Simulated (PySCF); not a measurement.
# NaGa with other numerical set-ups

The method stays; parts of the set-up, such as the basis or the Hamiltonian, are changed.

Method: each script names its method and basis; program: PySCF 2.14.0.

3 further runs of the same task are left out: 3 that didn't finish.

## 1. The starting structure

NaGa: 2 atoms, charge 0, spin multiplicity 1.

Bond lengths: Na1–Ga2 2.780 Å.

## 2. Base script

input.py reads:

```python
from pyscf import gto, scf, mp

mol = gto.M(
    atom='Na 0 0 0; Ga 0 0 2.78',
    basis='pcseg-1',
    charge=0,
    spin=0,
    symmetry=True,
    verbose=4,
)
mf = scf.RHF(mol)
mf.kernel()
mp.MP2(mf, frozen=10).kernel()
mf.dip_moment()
print('orbital energies (hartree):', mf.mo_energy[..., max(0, mol.nelec[1]-3):mol.nelec[0]+3].round(4))
```

Command:

```bash
$ OMP_NUM_THREADS=1 python input.py
```

The log of this run is left out.

It gives: E(SCF) = -2084.785577 Eh, 8 cycles, E(MP2) − E(SCF) = -0.06237 Eh, μ = 3.74 D (of the SCF density).

The bond length is a typed value, not an optimised one.

## 3. Ano-rcc-vdzp (X2C on)

Variant 1 changes basis set: pcseg-1 → ano-rcc-vdzp; spin-free X2C: off → on.

input.py reads:

```python
from pyscf import gto, scf, mp

mol = gto.M(
    atom='Na 0 0 0; Ga 0 0 2.78',
    basis='ano-rcc-vdzp',
    charge=0,
    spin=0,
    symmetry=True,
    verbose=4,
)
mf = scf.RHF(mol)
mf = mf.sfx2c1e()
mf.kernel()
mp.MP2(mf, frozen=10).kernel()
mf.dip_moment()
print('orbital energies (hartree):', mf.mo_energy[..., max(0, mol.nelec[1]-3):mol.nelec[0]+3].round(4))
```

Command:

```bash
$ OMP_NUM_THREADS=1 python input.py
```

## 4. 6-31g

Variant 2 changes basis set: pcseg-1 → 6-31g.

Changes to input.py since step 2:

```diff
@@ -4,3 +4,3 @@
     atom='Na 0 0 0; Ga 0 0 2.78',
-    basis='pcseg-1',
+    basis='6-31g',
     charge=0,
```

## 5. X2c-svpall (X2C on)

Variant 3 changes basis set: pcseg-1 → x2c-svpall; spin-free X2C: off → on.

Changes to input.py since step 2:

```diff
@@ -4,3 +4,3 @@
     atom='Na 0 0 0; Ga 0 0 2.78',
-    basis='pcseg-1',
+    basis='x2c-svpall',
     charge=0,
@@ -11,2 +11,3 @@
 mf = scf.RHF(mol)
+mf = mf.sfx2c1e()
 mf.kernel()
```

## 6. Cartesian functions on

Variant 4 changes Cartesian functions: off → on.

Changes to input.py since step 2:

```diff
@@ -8,2 +8,3 @@
     symmetry=True,
+    cart=True,
     verbose=4,
```

## 7. Def2-svp

Variant 5 changes basis set: pcseg-1 → def2-svp.

Changes to input.py since step 2:

```diff
@@ -4,3 +4,3 @@
     atom='Na 0 0 0; Ga 0 0 2.78',
-    basis='pcseg-1',
+    basis='def2-svp',
     charge=0,
```

**Question.** What will these runs give? Wanted: for each run, E(SCF); from base; gap; SCF dipole; after the SCF.

**Answer**, as computed:

```
                   run  E(SCF) (hartree)  from base (eV)  cycles  gap (eV)  SCF dipole (D)  functions                           after the SCF
                  base      -2084.785577               0       8      5.22            3.74         37  MP2 correlation -1.697 eV, core frozen
 ano-rcc-vdzp (X2C on)      -2104.235749  not comparable       9      5.25            2.49         45  MP2 correlation -9.830 eV, core frozen
                 6-31g      -2084.725195         +1.6431       9      5.14            3.19         40  MP2 correlation -5.430 eV, core frozen
   x2c-svpall (X2C on)      -2103.823644  not comparable       9      5.27            3.31         47  MP2 correlation -5.473 eV, core frozen
Cartesian functions on      -2084.798143         -0.3419       9      5.20            3.65         39  MP2 correlation -1.728 eV, core frozen
              def2-svp      -2084.753183         +0.8815       9      5.24            3.59         47  MP2 correlation -5.369 eV, core frozen
```

In words: Of the runs whose energies can be compared, “6-31g” moves the SCF energy most (+1.643 eV). 6-31g (40 functions) gives an energy 1.64 eV higher than pcseg-1 (37); size alone doesn't order basis sets of different families. def2-svp (47 functions) gives an energy 0.88 eV higher than pcseg-1 (37); size alone doesn't order basis sets of different families.
